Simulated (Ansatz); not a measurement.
# GaF: small, medium and large basis sets

The task here is to estimate one member of a computed series from the others.

Method: one geometry, several basis sets; program: Ansatz 0.2.0, Gaussian basis.

Plan: PBE0-D4/def2-SVP; ωB97M-V/def2-SVP; PBE0-D4/def2-QZVPP; ωB97M-V/def2-QZVPP; the functionals' def2-TZVPP values are taken from earlier runs.

### Structure used throughout

The geometry comes from an earlier relaxation with PBE0-D4 in a triple-zeta def2 set; it is a stationary point.

SMILES `[F][Ga]`, 2 atoms, charge 0, spin multiplicity 1.

Atoms are counted from 1 here; the program's logs count them from 0.

Bond lengths: F1–Ga2 1.786 Å.

Set-up of the first run:

File in.yaml:

```yaml
crystal:
  periodic: [false, false, false]
  atoms:
    - {symbol: F, position_ang: [0.000000, 0.000000, 0.006389]}
    - {symbol: Ga, position_ang: [-0.000000, -0.000000, 1.792761]}
basis:
  gaussian: {orbitals: def2-SVP}
hamiltonian: {xc: pbe0, dispersion: d4}
output: {orbitals: {seedname: orbitals}}
```

The run is started by

```
$ ansatz run in.yaml --threads 2 --pin off --events-out ev --progress --plain --max-ram 32768MiB --backend cpu
```

Among the steps run: PBE0-D4 in def2-SVP; ωB97M-V in def2-SVP; PBE0-D4 in def2-QZVPP; ωB97M-V in def2-QZVPP.

One of the session's tables, all rows but one given; the rest of the session is left out.

| functional | basis | HOMO (eV) |
| --- | --- | --- |
| PBE0-D4 | def2-SVP | -7.71 |
| PBE0-D4 | def2-TZVPP | -7.79 |
| PBE0-D4 | def2-QZVPP | -7.84 |
| ωB97M-V | def2-SVP | -9.91 |
| ωB97M-V | def2-TZVPP | -10.00 |
| ωB97M-V | def2-QZVPP | ? |

Q: Estimate the row for ωB97M-V, def2-QZVPP from the others.

**Answer.** HOMO (eV): -10.06. In the column «HOMO (eV)» it is the lowest.
